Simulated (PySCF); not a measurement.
# [ReO2F2]−: other functionals and bases at one geometry

The task here is to estimate one member of a computed series from the others.

The runs use PySCF 2.14.0; several levels, as the steps say, no spin–orbit coupling.

2 further runs of the same task are left out: 2 for a known fault of the program.

## The starting structure

5 atoms, charge -1, spin multiplicity 1.

Bond lengths: Re1–O2 1.728 Å, Re1–O3 1.728 Å, Re1–F4 1.940 Å, Re1–F5 1.940 Å. Angles: O2–Re1–O3 104.9°, O2–Re1–F4 148.9°, O2–Re1–F5 94.7°, O3–Re1–F4 94.7°, O3–Re1–F5 148.9°, F4–Re1–F5 79.3°.

Coordinates:

| atom | x (Å) | y (Å) | z (Å) |
| --- | --- | --- | --- |
| Re1 | 0.0665 | 0.0665 | 0.0000 |
| O2 | 1.7254 | -0.1036 | 0.4518 |
| O3 | -0.1036 | 1.7254 | -0.4518 |
| F4 | -1.8075 | -0.1712 | 0.4402 |
| F5 | -0.1712 | -1.8075 | -0.4402 |

Formal oxidation states: Re +5. An earlier session relaxed this geometry at PBE, Re def2-SVP with ECP60, O def2-SVP, F def2-SVP (singlet, point group C2).

At PBE on the finer grid: E = -428.090954 Eh, HOMO 0.21 eV, LUMO 2.08 eV, Mulliken charge on Re1 +0.52 e, largest force component 0.004 eV/Å. The highest filled level lies above zero; it isn't the detachment energy.

Levels to run: TPSS; HF; M06-L; CAM-B3LYP; PBE, TZVP; PBE, x2c-SVP. Hardware: 2 threads of Intel Xeon 6975P-C (Granite Rapids), shared host.

The first run:

The input, run.py (the lines that set the calculation):

```python
mol = gto.M(atom='''
Re     0.06654     0.06654     0.00000
O      1.72539    -0.10357     0.45183
O     -0.10357     1.72539    -0.45183
F     -1.80746    -0.17121     0.44019
F     -0.17121    -1.80746    -0.44019''',
    basis={'Re': 'def2-SVP', 'O': 'def2-SVP', 'F': 'def2-SVP'},
    ecp={'Re': 'def2-SVP'},
    charge=-1, spin=0)
mf = dft.RKS(mol, xc='TPSS')
mf.grids.atom_grid = (75, 302)
mf = mf.density_fit()  # fitting sets: Re def2-universal-JKFIT, O def2-universal-JKFIT, F def2-universal-JKFIT
mf.conv_tol = 1e-08; mf.max_cycle = 55
mf.kernel(dm0)  # dm0: the density of the relaxed state
```

On the command line:

```bash
$ OMP_NUM_THREADS=2 python run.py
```

Among the steps run: TPSS; HF; M06-L; CAM-B3LYP; PBE, TZVP; PBE, x2c-SVP.

One of the session's tables, all rows but one given; the rest of the session is left out.

| level | HOMO (eV) | gap (eV) | charge on Re1 (e) | dipole (D) | largest force component (eV/Å) |
| --- | --- | --- | --- | --- | --- |
| PBE (relaxed here) | 0.21 | 1.88 | 0.52 | 0.08 | 0.00 |
| TPSS | ? | ? | ? | ? | ? |
| HF | -5.41 | 12.08 | 1.46 | 0.10 | 2.72 |
| M06-L | 0.02 | 2.18 | 0.93 | 0.06 | 0.61 |
| CAM-B3LYP | -2.73 | 6.89 | 0.76 | 0.00 | 1.25 |
| PBE, TZVP | 0.03 | 1.80 | 0.87 | 0.03 | 0.29 |
| PBE, x2c-SVP | -0.01 | 1.78 | 0.34 | 0.08 | 0.86 |

**Question.** Estimate the row for TPSS.

As computed: HOMO (eV): 0.08; gap (eV): 2.12; charge on Re1 (e): 0.64; dipole (D): 0.09; largest force component (eV/Å): 0.11. In the column «HOMO (eV)» it lies between PBE, TZVP (0.03) and PBE (relaxed here) (0.21).

The dipole of a charged species depends on the origin, so these sizes hold for this origin alone.

In one basis the HOMO–LUMO gap runs from 1.88 eV (PBE) to 12.08 eV (HF). The largest leftover force, 2.72 eV/Å with HF, stands at a geometry relaxed at another level. Total energies of different levels can't be compared.
